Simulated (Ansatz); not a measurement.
# Be3SnN: the cost of one run

Computed with Ansatz 0.2.0 (DFT PBE, scalar-relativistic, plane waves, PAW, unless a step's input says otherwise).

3 further runs of the same task are left out: 3 set aside as unsound or not needed.

**1. Starting point**

It takes space group Pm-3m (No. 221, cubic). Conventional cell: a = 4.490 Å, b = 4.490 Å, c = 4.490 Å, α = 90.00°, β = 90.00°, γ = 90.00°. Be (site symmetry 4/mmm) is surrounded by 2 Sn at 2.24 Å and 8 Be at 3.17 Å and 4 N at 3.17 Å. Around Sn (site symmetry m-3m) lie 6 Be at 2.24 Å. Around N (site symmetry m-3m) lie 12 Be at 3.17 Å.

As a file:

```
CELL_PARAMETERS angstrom
4.48978 0.00000 0.00000
0.00000 4.48978 0.00000
0.00000 0.00000 4.48978
ATOMIC_POSITIONS crystal
Be 0.00000 0.50000 0.50000
Be 0.50000 0.00000 0.50000
Be 0.50000 0.50000 0.00000
Sn 0.50000 0.50000 0.50000
N 0.00000 0.00000 0.00000
```

This is a trial structure built by rule; it need not be a known or stable form of this composition.

This cell was relaxed beforehand with the same method: volume 18.10 Å³/atom, gap on the mesh none (metal).

The cell was built by a swap of Ca by Be in Ca3SnN; it need not be the stable form of this composition.

**2. Dielectric function**

input.yaml

```yaml
crystal:
  lattice:
    - [4.4897833561, 0.0, 0.0]
    - [0.0, 4.4897833561, 0.0]
    - [0.0, 0.0, 4.4897833561]
  atoms:
    - { symbol: Be, position: [0.0, 0.5, 0.5] }
    - { symbol: Be, position: [0.5, 0.0, 0.5] }
    - { symbol: Be, position: [0.5, 0.5, 0.0] }
    - { symbol: Sn, position: [0.5, 0.5, 0.5] }
    - { symbol: "N", position: [0.0, 0.0, 0.0] }
basis:
  ecutwfc: 420
kpoints:
  mp_grid: { grid: [8, 8, 8] }
hamiltonian:
  xc: pbe
scf:
  occupations: { method: fermi_dirac, width: 0.15 }
  n_extra_bands: 20
output:
  eigenvalues: true
  optics: { e_range: [0, 14], sigma: 0.1, nscf_kmesh: { grid: [14, 14, 14] } }
checkpoint:
  read: start.run
  write: ck
  compress: false
  write_wavefunctions: false
  write_every: 100000
```

What time and memory should one allow on 1 thread of an Arm CPU, shared host?

About 2 min, with a peak of 1.1 GiB.
